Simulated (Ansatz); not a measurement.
# C2H6N2Si: up Jacob's ladder to CCSD(T)

Aim: compute C2H6N2Si with functionals from several rungs and with coupled cluster. The yardstick is the atomisation energy at the CCSD(T) limit.

Computed with Ansatz 0.2.0, Gaussian basis. Level: functionals in def2-TZVPP, the program's frozen cores in correlated methods.

Levels to be run: LDA (SPW92), PBE-D4, revPBE-D4, BLYP-D4, r2SCAN-D4, B97M-V, PBE0-D4, B3LYP-D4, r2SCANh-D4, r2SCAN0-D4, HSE06-D4, BHLYP-D4, CAM-B3LYP-D4, LC-ωPBE, ωB97X-V, ωB97M-V, B2PLYP, PBE-QIDH; CCSD(T)/def2-SVP; CCSD(T)/def2-TZVPP; MP2/def2-QZVPP; extrapolation to the limit; RPA on PBE.

### Step 1. The relaxed structure

All runs share one geometry, relaxed beforehand with PBE0-D4 in a triple-zeta def2 set.

SMILES `N[SiH]1C=CN1`, 11 atoms, charge 0, spin multiplicity 1.

Atoms are counted from 1 here; the program's logs count them from 0.

Bond lengths: N1–Si2 1.696 Å, N1–H6 1.005 Å, N1–H7 1.006 Å, Si2–C3 1.832 Å, Si2–N5 1.791 Å, Si2–H8 1.485 Å, C3–C4 1.352 Å, C3–H9 1.077 Å, C4–N5 1.406 Å, C4–H10 1.090 Å, N5–H11 1.010 Å. Angles: Si2–N1–H6 122.5°, Si2–N1–H7 122.8°, H6–N1–H7 112.8°, N1–Si2–C3 123.1°, N1–Si2–N5 120.6°, N1–Si2–H8 105.4°, C3–Si2–N5 76.9°, C3–Si2–H8 118.0°, N5–Si2–H8 110.9°, Si2–C3–C4 86.0°, Si2–C3–H9 145.6°, C4–C3–H9 128.1°, C3–C4–N5 109.6°, C3–C4–H10 129.7°, N5–C4–H10 120.7°, Si2–N5–C4 86.1°, Si2–N5–H11 129.3°, C4–N5–H11 117.9°.

As a file:

```xyz
11

N    -0.1719    0.8021    1.8746
Si   -0.2924   -0.2232    0.5296
C    -0.8086    0.3604   -1.1287
C     0.3389   -0.1959   -1.5784
N     1.1422   -0.5659   -0.4859
H    -0.2044    0.4593    2.8189
H     0.1829    1.7414    1.8136
H    -0.8897   -1.4815    1.0438
H    -1.5921    0.8240   -1.7034
H     0.6777   -0.3626   -2.6005
H     1.6829   -1.4150   -0.5628
```

### Step 2. LDA

This LDA is Slater exchange with PW92 correlation.

Input file in.yaml:

```yaml
crystal:
  periodic: [false, false, false]
  atoms:
    - {symbol: N, position_ang: [-0.171901, 0.802128, 1.874642]}
    - {symbol: Si, position_ang: [-0.292449, -0.223228, 0.529567]}
    - {symbol: C, position_ang: [-0.808620, 0.360386, -1.128722]}
    - {symbol: C, position_ang: [0.338913, -0.195912, -1.578423]}
    - {symbol: N, position_ang: [1.142216, -0.565902, -0.485855]}
    - {symbol: H, position_ang: [-0.204428, 0.459252, 2.818883]}
    - {symbol: H, position_ang: [0.182862, 1.741355, 1.813551]}
    - {symbol: H, position_ang: [-0.889740, -1.481484, 1.043807]}
    - {symbol: H, position_ang: [-1.592090, 0.823962, -1.703410]}
    - {symbol: H, position_ang: [0.677717, -0.362562, -2.600504]}
    - {symbol: H, position_ang: [1.682919, -1.414993, -0.562834]}
basis:
  gaussian: {orbitals: def2-TZVPP}
hamiltonian: {xc: lda}
output: {orbitals: {seedname: orbitals}}
```

Run with:

```sh
> ansatz run in.yaml --threads 4 --pin off --events-out ev --progress --plain --max-ram 10444MiB
```

After this run come: PBE-D4 (GGA); revPBE-D4 (GGA); BLYP-D4 (GGA); r2SCAN-D4 (meta-GGA); B97M-V (meta-GGA); B3LYP-D4 (hybrid); r2SCANh-D4 (hybrid); r2SCAN0-D4 (hybrid); HSE06-D4 (hybrid); BHLYP-D4 (hybrid); CAM-B3LYP-D4 (range-separated); LC-ωPBE (range-separated); ωB97X-V (range-separated); ωB97M-V (range-separated); B2PLYP (double hybrid); PBE-QIDH (double hybrid); CCSD(T) in def2-SVP; CCSD(T) in def2-TZVPP; MP2 in def2-QZVPP; RPA on PBE orbitals.

Before running them: what should the planned runs give, taken together? Wanted: atomisation energy, CCSD(T)/CBS; farthest beyond LDA; mean size of error, GGA; mean size of error, meta-GGA; mean size of error, hybrid; mean size of error, range-separated; mean size of error, double hybrid; gap, smallest and largest; T1 diagnostic.

The runs gave:

| quantity | value |
| --- | --- |
| atomisation energy, CCSD(T)/CBS | 44.050 eV |
| functionals within 0.220 eV (0.5 %) | revPBE-D4, BLYP-D4, r2SCAN-D4, B97M-V, B3LYP-D4, LC-ωPBE |
| farthest beyond LDA | BHLYP-D4 (-1.339 eV) |
| mean size of error, GGA | 0.501 eV |
| mean size of error, meta-GGA | 0.075 eV |
| mean size of error, hybrid | 0.522 eV |
| mean size of error, range-separated | 0.225 eV |
| mean size of error, double hybrid | 0.333 eV |
| gap, smallest and largest | 3.97 eV (LDA (SPW92)), 10.99 eV (LC-ωPBE) |
| T1 diagnostic | 0.0128 |
| triples share of the correlation energy | 4.3 % |

LDA overbinds by 6.851 eV (16 %). PBE-D4 misses by +1.238 eV. Double hybrids carry the basis error of their MP2 part in triple zeta, and no dispersion term here, so their miss is partly the set-up's. By mean error the best rung here is meta-GGA (0.075 eV) and the worst beyond LDA is hybrid (0.522 eV). The mean of the hybrids holds BHLYP, with half exact exchange. Misses under about 0.220 eV are within the doubt on the reference itself, which lacks core-valence correlation, relativity and higher excitations. Hartree-Fock recovers 69 % of the binding; the rest is correlation. CCSD(T) in def2-SVP is off by -3.221 eV, more than most functionals: a good method in a small basis is no reference. Orbital gaps span 4.0 to 11.0 eV; exact exchange widens them.
